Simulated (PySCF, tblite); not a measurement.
# C5H14N2Si: infrared bands and NMR shifts

Wanted: the infrared bands and NMR shifts of C5H14N2Si (`CN([SiH3])N1CCCC1`), by calculation.

The runs use tblite 0.8.0 and PySCF 2.14.0, with density-fitted response routines of our own; the level of theory stands in each step. All values are computed, except where a source is named. Atoms are numbered from 0 throughout.

## Step 1: The molecule as given

22 atoms, charge 0, multiplicity 1; geometry from: GFN2-xTB.

Bonds of the start (Å): C0–N1 1.45, N1–Si2 1.73, N1–N3 1.40, N3–C4 1.45, C4–C5 1.53, C5–C6 1.54, C6–C7 1.53, C7–N3 1.45, C0–H8 1.09, C0–H9 1.09, C0–H10 1.10, Si2–H11 1.47, Si2–H12 1.46, Si2–H13 1.46, C4–H14 1.09, C4–H15 1.10, C5–H16 1.09, C5–H17 1.09, C6–H18 1.09, C6–H19 1.09, C7–H20 1.10, C7–H21 1.09.

## Step 2: Vibrational analysis with GFN2-xTB

Job settings and geometry (Å):

```
{"job": {"kind": "ir", "xc": "GFN2-xTB", "basis": "xTB"}, "charge": 0, "multiplicity": 1}
C     -1.523067     1.960002    -0.318096
N     -1.216335     0.556175    -0.154813
Si    -2.380146    -0.537450     0.499201
N      0.171920     0.346266    -0.179477
C      0.794087    -0.063118     1.067382
C      2.223983    -0.383611     0.639289
C      2.084388    -0.873369    -0.815695
C      0.617519    -0.614691    -1.176489
H     -0.992063     2.346689    -1.189545
H     -2.592953     2.079263    -0.468522
H     -1.222683     2.547585     0.555970
H     -2.614442    -0.389077     1.945978
H     -1.899114    -1.896087     0.252496
H     -3.615611    -0.263865    -0.231551
H      0.736329     0.748308     1.794789
H      0.304789    -0.952827     1.496505
H      2.680530    -1.131724     1.284583
H      2.832257     0.518860     0.676448
H      2.326860    -1.931102    -0.908493
H      2.749673    -0.315661    -1.472793
H      0.033135    -1.545248    -1.125736
H      0.490531    -0.185932    -2.172280
```

**Question.** This job is followed by: GIAO PBE0/pcSseg-1 NMR shielding, non-relativistic, gas phase. Predict these results of the whole session: strongest single infrared mode (GFN2-xTB); zero-point energy (GFN2-xTB); 13C shifts against TMS (PBE0/pcSseg-1, means over atoms taken as alike); 1H shifts against TMS (PBE0/pcSseg-1, means over atoms taken as alike); 15N shifts against NH3 (PBE0/pcSseg-1); 29Si shifts against TMS (PBE0/pcSseg-1).

As calculated:

```
                                                               quantity                       value
                              strongest single infrared mode (GFN2-xTB)        830 cm⁻¹, 399 km/mol
                                           zero-point energy (GFN2-xTB)              115.2 kcal/mol
13C shifts against TMS (PBE0/pcSseg-1, means over atoms taken as alike)        54.2, 43.0, 24.3 ppm
 1H shifts against TMS (PBE0/pcSseg-1, means over atoms taken as alike)  4.53, 2.83, 2.82, 1.79 ppm
                                 15N shifts against NH3 (PBE0/pcSseg-1)             110.8, 61.6 ppm
                                29Si shifts against TMS (PBE0/pcSseg-1)                   -75.3 ppm
```

In words: The lowest mode is imaginary (43i cm⁻¹), so the xTB geometry is not a minimum. The strongest single mode, at 830 cm⁻¹, is spread over several atoms, H12, H11, H13, Si2 among them. GFN2-xTB is a fitted tight-binding method: band positions and strengths are rough. Its intensities can rank the bands wrongly. At PBE0/pcSseg-1: The largest span, 170 ppm, is at N3, where the paramagnetic term is -165 ppm.
